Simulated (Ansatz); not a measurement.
# TaMo2C3, space group P-3m1: a phonon calculation by linear response

Run with the Python package of Ansatz (0.2.0).

Contents of `tamo2c3.vasp`:
```text
TaMo2C3
1.0
   3.11663604    0.00000000    0.00000000
  -1.55831802    2.69908599    0.00000000
   0.00000000    0.00000000    7.68631600
Ta Mo C
1 2 3
Direct
   0.00000000    0.00000000    0.00000000
   0.33333333    0.66666667    0.66923000
   0.66666667    0.33333333    0.33077000
   0.00000000    0.00000000    0.50000000
   0.33333333    0.66666667    0.16792100
   0.66666667    0.33333333    0.83207900
```

`tamo2c3.py`:
```python
'''Zone-centre and zone-boundary phonons of TaMo2C3 by linear response.'''

from pathlib import Path

import ansatz as az
from ase.io import read
import numpy as np

atoms = read('tamo2c3.vasp', format='vasp')
system = az.Crystal.from_ase(atoms)

calc = (
    system.calculation()
    .occupations('Methfessel-Paxton', width=0.15)
    .pseudopotentials('paw')
    .functional(az.Functional.PBE)
    .kpoints(12, 12, 4)
    .phonons('dfpt', points=[(0, 0, 0), (0, 0, 0.5)])
)
done = calc.run(threads=1, pin='off', runs_dir='runs')
ph = done.phonons

for q in ph.qpoints:
    thz = np.asarray(q.omega_inv_cm) / 33.35641
    print('q = ({:.2f}, {:.2f}, {:.2f})'.format(*q.q_frac), np.round(thz, 2) + 0.0, 'THz')
```

```console
$ python tamo2c3.py
DeckWarning: basis.ecutwfc = 420 eV, auto-derived from the records' recommended cutoffs: set by Ta (normal level)
q = (0.00, 0.00, 0.00) [ 0.    0.    0.    2.92  2.92  3.1   3.1   4.85  6.67 12.06 12.06 13.17
 16.33 16.33 17.56 17.56 18.9  19.56] THz
q = (0.00, 0.00, 0.50) [ 1.52  1.52  2.45  2.45  2.78  2.78  3.4   4.95  5.41 12.39 12.39 15.56
 15.56 15.59 17.11 17.78 17.78 20.34] THz
```
(Warnings from the package without file and line.)

Notes:
- Spin is left out of this run.
- The cell isn't relaxed first, so the values belong to this volume.
- Spin-orbit coupling, which matters for elements this heavy, is left out.
- The structure comes from a database of computed cells and needn't be a stable or known phase.
- The structure is taken as given; imaginary modes can come from an unrelaxed or unstable start. Phonons of metals also depend on mesh and smearing.
- Wall time of the script: 7.7 min on 1 thread of Intel(R) Xeon(R) Platinum 8488C (Sapphire Rapids) (shared host), peak memory 1.3 GiB.
